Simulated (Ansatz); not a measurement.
NbTeN, 6 atoms in the cell. It takes space group P4/nmm (No. 129, tetragonal). Conventional cell: a = 3.584 Å, b = 3.584 Å, c = 9.546 Å, α = 90.00°, β = 90.00°, γ = 90.00°. Te (site symmetry 4mm) has 4 Nb at 3.10 Å and 4 N at 3.39 Å as nearest neighbours. Nb (site symmetry 4mm) has 4 N at 2.10 Å as nearest neighbours. N (site symmetry -4m2) is surrounded by 4 Nb at 2.10 Å. The cell comes from a database or a generator and needn't be the stable form of this composition.

| Quantity | Value |
| --- | --- |
| Program | Ansatz 0.2.0 |
| Task | single point |
| Functional | PBE |
| Potentials or basis | Ansatz PAW |
| Cutoff | 420 eV (not typed: the program's choice for these potentials) |
| k mesh | 8 × 8 × 3 |
| Occupations | fermi-dirac, width 0.05 eV |
| Spin | no spin polarisation |

Potentials or basis: Ansatz PAW.

Launch:

```bash
$ ansatz run input.yaml --threads 2 --pin off --max-ram 5120MiB --backend cpu --events-out ev --progress --plain --runs-dir out
```

Hardware: 2 threads of Intel(R) Xeon(R) Processor @ 2.50GHz (Skylake/Cascade Lake), on a shared host.

Q: Estimate the wall time of this run.

A: It took 12 s on 2 threads of Intel(R) Xeon(R) Processor @ 2.50GHz (Skylake/Cascade Lake), on a shared host, peak memory 0.49 GiB. Counts: scf iterations 8, plane waves 2355, k points 30, bands 41.
